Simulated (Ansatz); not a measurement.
# F2H4OW: the cost of one run

Method: RKS B3LYP-D4/def2-SVP, in Ansatz 0.2.0.

### Step 1. The system as given

Bond lengths: W1–H2 1.720 Å, W1–F3 1.850 Å, W1–O4 1.940 Å, O4–H5 1.010 Å, W1–H6 1.720 Å, W1–F7 1.850 Å, W1–H8 1.720 Å. Angles (14 of 16 angles, heavy atoms first): F3–W1–O4 90.0°, F3–W1–F7 90.0°, O4–W1–F7 180.0°, H2–W1–F3 90.0°, H2–W1–O4 90.0°, H2–W1–F7 90.0°, F3–W1–H6 180.0°, F3–W1–H8 90.0°, O4–W1–H6 90.0°, O4–W1–H8 90.0°, H6–W1–F7 90.0°, F7–W1–H8 90.0°, W1–O4–H5 109.5°, H2–W1–H6 90.0°.

As a file:

```xyz
8

W     0.0000    0.0000    0.0000
H     0.0000    0.0000    1.7200
F     1.8500    0.0000    0.0000
O     0.0000    1.9400    0.0000
H    -0.6343    2.2771   -0.7100
H    -1.7200    0.0000    0.0000
F     0.0000   -1.8500    0.0000
H     0.0000    0.0000   -1.7200
```

### Step 2. Preparing the start

Contents of input.yaml:

```yaml
crystal:
  periodic: [false, false, false]
  atoms:
    - { symbol: W, position_ang: [0.0, 0.0, 0.0] }
    - { symbol: H, position_ang: [0.0, 0.0, 1.72] }
    - { symbol: F, position_ang: [1.85, 0.0, 0.0] }
    - { symbol: O, position_ang: [0.0, 1.94, 0.0] }
    - { symbol: H, position_ang: [-0.6343, 2.2771, -0.71] }
    - { symbol: H, position_ang: [-1.72, 0.0, 0.0] }
    - { symbol: F, position_ang: [0.0, -1.85, 0.0] }
    - { symbol: H, position_ang: [0.0, 0.0, -1.72] }
basis:
  gaussian: { orbitals: def2-SVP }
hamiltonian:
  xc: b3lyp
  dispersion: d4
relax:
  f_tol: 0.02
  max_steps: 40
```

Launch:

```
> ansatz run input.yaml --threads 1 --pin off --max-ram 2048MiB --backend cpu --events-out ev --progress --plain --runs-dir out
```

What time and memory should one allow on 1 thread of Arm Neoverse V1, shared host?

About 87 s, with a peak of 0.19 GiB.
